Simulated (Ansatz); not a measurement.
# One shape, several levels: triplet InN2H5

We compute a comparison of 6 runs (U-revPBE/def2-SVP, UB2PLYP/def2-SVP, UPBE-QIDH/def2-SVP, UPBE/def2-SVP, USVWN5/def2-SVP, UCCSD(T)/def2-SVP) of triplet InN2H5. 

The results are computed with Ansatz 0.2.0.

53 further runs of the same task are left out: 53 set aside as unsound or not needed.

## Step 1: The system as given

InN2H5: 8 atoms, total charge 0, spin state triplet. SMILES of the parent species: `[NH2][InH][NH2]`. The shape is that of a PBE0-D4/def2-TZVP optimisation. That shape belongs to the parent species and isn't relaxed for this state.

Bond lengths: N1–In2 2.018 Å, In2–N3 2.018 Å, N1–H4 1.008 Å, N1–H5 1.008 Å, In2–H6 1.703 Å, N3–H7 1.008 Å, N3–H8 1.008 Å. Angles: N1–In2–N3 112.7°, N1–In2–H6 123.6°, N3–In2–H6 123.6°, In2–N1–H4 119.3°, In2–N1–H5 119.7°, In2–N3–H7 119.7°, In2–N3–H8 119.3°, H4–N1–H5 109.6°, H7–N3–H8 109.6°.

## Step 2: The energy at U-revPBE/def2-SVP (core potential) (run 1)

in.yaml reads:

```yaml
crystal:
  periodic: [false, false, false]
  atoms:
    - symbol: "N"
      position_ang: [-0.969700, 0.858000, -1.127000]
    - symbol: In
      position_ang: [0.248000, 0.564800, 0.455500]
    - symbol: "N"
      position_ang: [0.742700, -1.375200, 0.709600]
    - symbol: H
      position_ang: [-1.482100, 0.076800, -1.506600]
    - symbol: H
      position_ang: [-1.538200, 1.689200, -1.171800]
    - symbol: H
      position_ang: [0.799000, 1.819200, 1.467500]
    - symbol: H
      position_ang: [1.570900, -1.614700, 1.231800]
    - symbol: H
      position_ang: [0.629500, -2.018100, -0.059000]
basis:
  gaussian: {orbitals: def2-SVP}
magnetization: {spin_polarized: true, initial_magnetization: 2}
hamiltonian: {xc: {name: revPBE}}
accuracy: high
output: {orbitals: {seedname: orbitals}}
```

Command:

```bash
$ ansatz run in.yaml --threads 1 --pin off --max-ram 3480MiB --events-out events.jsonl --progress --plain --runs-dir runs
```

What it wrote:

```text
Warning: RAYON_NUM_THREADS=1 ignored (pool sized by the plan → 1); use --threads N
Functional definition: revPBE
  name "revPBE"
  parameter kappa = 1.245
  parameter beta = 0.06672455060314922
  exchange = pbe_x(kappa = kappa, mu = beta*pi^2/3)
  correlation = pbe_c(beta = beta)
1942 factors; integrals over basis functions are off by at most 3.4e-9 eV
mean field evaluation 1: about -8207.5293 eV, gradient 6.6e1 eV
mean field evaluation 2: about -8056.8836 eV, gradient 1.5e2 eV
mean field evaluation 4: about -8221.7929 eV, gradient 2.8e1 eV
mean field evaluation 8: about -8228.7902 eV, gradient 4.2e0 eV
mean field evaluation 16: about -8228.9074 eV, gradient 2.7e-2 eV
mean field evaluation 32: about -8228.9074 eV, gradient 4.0e-8 eV
mean field evaluation 64: about -8228.8854 eV, gradient 1.2e0 eV
mean field -8228.90743373 eV, -302.4067704360 hartree, gradient 4.0e-8 eV, S^2 2.004121; 6 other end points of the search recorded, 0 dependent functions left out
reference -8228.90743941 eV, -302.4067706444 hartree; 21, 19 occupied and 58, 60 virtual orbitals, 1942 factors
Total energy: -8228.90743941 eV, -302.4067706444 hartree
```

Wall time 30 s (1 thread of Intel Xeon Platinum 8259CL at 2.50GHz (Skylake/Cascade Lake), shared host); peak memory 0.3 GiB.

## Step 3: The energy at UB2PLYP/def2-SVP (core potential) (run 2)

input.yaml reads:

```yaml
crystal:
  periodic: [false, false, false]
  atoms:
    - symbol: "N"
      position_ang: [-0.969700, 0.858000, -1.127000]
    - symbol: In
      position_ang: [0.248000, 0.564800, 0.455500]
    - symbol: "N"
      position_ang: [0.742700, -1.375200, 0.709600]
    - symbol: H
      position_ang: [-1.482100, 0.076800, -1.506600]
    - symbol: H
      position_ang: [-1.538200, 1.689200, -1.171800]
    - symbol: H
      position_ang: [0.799000, 1.819200, 1.467500]
    - symbol: H
      position_ang: [1.570900, -1.614700, 1.231800]
    - symbol: H
      position_ang: [0.629500, -2.018100, -0.059000]
basis:
  gaussian:
    orbitals: def2-SVP
magnetization:
  spin_polarized: true
  initial_magnetization: 2
hamiltonian:
  xc: {name: B2PLYP}
correlation:
  frozen_orbitals: {H: 0, In: 4, "N": 1}
accuracy: high
output:
  orbitals: {seedname: orbitals}
```

Command:

```bash
$ ansatz run input.yaml --threads 1 --pin off --max-ram 3480MiB --events-out events.jsonl --progress --plain --runs-dir runs
```

What it wrote, shortened:

```text
Warning: RAYON_NUM_THREADS=1 ignored (pool sized by the plan → 1); use --threads N
Functional definition: B2PLYP
  name "B2PLYP"
[...]
1942 factors; integrals over basis functions are off by at most 3.4e-9 eV
[...]
mean field -8213.22194200 eV, -301.8303392467 hartree, gradient 7.4e-8 eV, S^2 2.007097; 5 other end points of the search recorded, 0 dependent functions left out
6 core orbitals not correlated: weight in the atoms' cores, before any rotation towards them, 1.000 or more for the frozen orbitals, at most 0.000 for the correlated occupied ones
reference -8213.22196800 eV, -301.8303402023 hartree; 15, 13 occupied and 58, 60 virtual orbitals, 1942 factors
second order -13.93663734 eV of doubles, -0.00000000 eV of singles
Total energy: -8216.98486009 eV, -301.9686239358 hartree
```

Run time: 48 s. Hardware: 1 thread of Intel Xeon Platinum 8259CL at 2.50GHz (Skylake/Cascade Lake), shared host; peak memory 0.39 GiB.

## Step 4: The energy at UPBE-QIDH/def2-SVP (core potential) (run 3)

input.yaml reads:

```yaml
crystal:
  periodic: [false, false, false]
  atoms:
    - {symbol: N, position_ang: [-0.969700, 0.858000, -1.127000]}
    - {symbol: In, position_ang: [0.248000, 0.564800, 0.455500]}
    - {symbol: "N", position_ang: [0.742700, -1.375200, 0.709600]}
    - {symbol: H, position_ang: [-1.482100, 0.076800, -1.506600]}
    - {symbol: H, position_ang: [-1.538200, 1.689200, -1.171800]}
    - {symbol: H, position_ang: [0.799000, 1.819200, 1.467500]}
    - {symbol: H, position_ang: [1.570900, -1.614700, 1.231800]}
    - {symbol: H, position_ang: [0.629500, -2.018100, -0.059000]}
basis:
  gaussian:
    orbitals: def2-SVP
magnetization:
  spin_polarized: true
  initial_magnetization: 2
hamiltonian:
  xc: {name: PBE-QIDH}
correlation:
  frozen_orbitals: {H: 0, In: 4, "N": 1}
accuracy: high
output: {orbitals: {seedname: orbitals}}
```

Command:

```bash
$ ansatz run input.yaml --threads 1 --pin off --max-ram 3480MiB --events-out events.jsonl --progress --plain --runs-dir runs
```

What it wrote, shortened:

```text
Warning: RAYON_NUM_THREADS=1 ignored (pool sized by the plan → 1); use --threads N
Functional definition: PBE-QIDH
  name "PBE-QIDH"
[...]
1942 factors; integrals over basis functions are off by at most 3.4e-9 eV
[...]
mean field -8211.18912433 eV, -301.7556345753 hartree, gradient 8.4e-8 eV, S^2 2.008923; 2 other end points of the search recorded, 0 dependent functions left out
6 core orbitals not correlated: weight in the atoms' cores, before any rotation towards them, 1.000 or more for the frozen orbitals, at most 0.000 for the correlated occupied ones
reference -8211.18912579 eV, -301.7556346288 hartree; 15, 13 occupied and 58, 60 virtual orbitals, 1942 factors
second order -12.62563719 eV of doubles, -0.00000000 eV of singles
Total energy: -8215.39767152 eV, -301.9102958317 hartree
```

Run time: 29 s. Hardware: 1 thread of Intel Xeon Platinum 8259CL at 2.50GHz (Skylake/Cascade Lake), shared host; peak memory 0.39 GiB.

Runs 4 to 5 aren't shown in full; the table further down has their settings and results.

## Step 5: The energy at UCCSD(T)/def2-SVP (core potential) (run 6)

input.yaml reads:

```yaml
crystal:
  periodic: [false, false, false]
  atoms:
    - {symbol: "N", position_ang: [-0.969700, 0.858000, -1.127000]}
    - {symbol: In, position_ang: [0.248000, 0.564800, 0.455500]}
    - {symbol: N, position_ang: [0.742700, -1.375200, 0.709600]}
    - {symbol: H, position_ang: [-1.482100, 0.076800, -1.506600]}
    - {symbol: H, position_ang: [-1.538200, 1.689200, -1.171800]}
    - {symbol: H, position_ang: [0.799000, 1.819200, 1.467500]}
    - {symbol: H, position_ang: [1.570900, -1.614700, 1.231800]}
    - {symbol: H, position_ang: [0.629500, -2.018100, -0.059000]}
basis:
  gaussian: {orbitals: def2-SVP}
accuracy: high
magnetization: {spin_polarized: true, initial_magnetization: 2}
correlation: {method: ccsd_t, frozen_orbitals: {H: 0, In: 4, "N": 1}}
scf: {omitted_lower_state_checks: [cluster_reference, increment]}
```

Command:

```bash
$ ansatz run input.yaml --threads 1 --pin off --max-ram 3480MiB --events-out events.jsonl --progress --plain --runs-dir runs
```

What it wrote:

```text
Warning: RAYON_NUM_THREADS=1 ignored (pool sized by the plan → 1); use --threads N
[... 16 lines left out ...]
6 core orbitals not correlated: weight in the atoms' cores, before any rotation towards them, 1.000 or more for the frozen orbitals, at most 0.000 for the correlated occupied ones
[... 48 lines left out ...]
Total energy: -8196.69542755 eV, -301.2230010427 hartree
Checks for a lower state left out: cluster_reference, increment
```

Run time: 1.7 min. Hardware: 1 thread of Intel Xeon Platinum 8259CL at 2.50GHz (Skylake/Cascade Lake), shared host; peak memory 0.85 GiB.

## Step 6: All runs side by side

```
run                                level  frozen core orbitals  energy (Eh)  HOMO energy (eV)   ⟨S²⟩  wall time
  1   U-revPBE/def2-SVP (core potential)                     –  -302.406771             -1.49  2.004       30 s
  2    UB2PLYP/def2-SVP (core potential)                     6  -301.968624             -2.73  2.007       48 s
  3  UPBE-QIDH/def2-SVP (core potential)                     6  -301.910296             -3.34  2.009       29 s
  4       UPBE/def2-SVP (core potential)                     –  -302.253072             -1.51  2.004       33 s
  5     USVWN5/def2-SVP (core potential)                     –  -301.149459             -1.53  2.002       14 s
  6   UCCSD(T)/def2-SVP (core potential)                     6  -301.223001                 –  2.015    1.7 min
```

## Step 7: What came out

| quantity | value |
| --- | --- |
| run 6: total energy | -301.22300 Eh |
| run 6: correlation energy (6 core orbitals frozen) | -459.5 mEh |
| run 6: (T) correction | -12.55 mEh |
| run 6: ⟨S²⟩ of the reference determinant | 2.015 |
| run 6: T1 diagnostic | 0.031 |

In words: Totals of different functionals can't be ranked against each other. All runs together took 4.3 min, the longest 1.7 min.
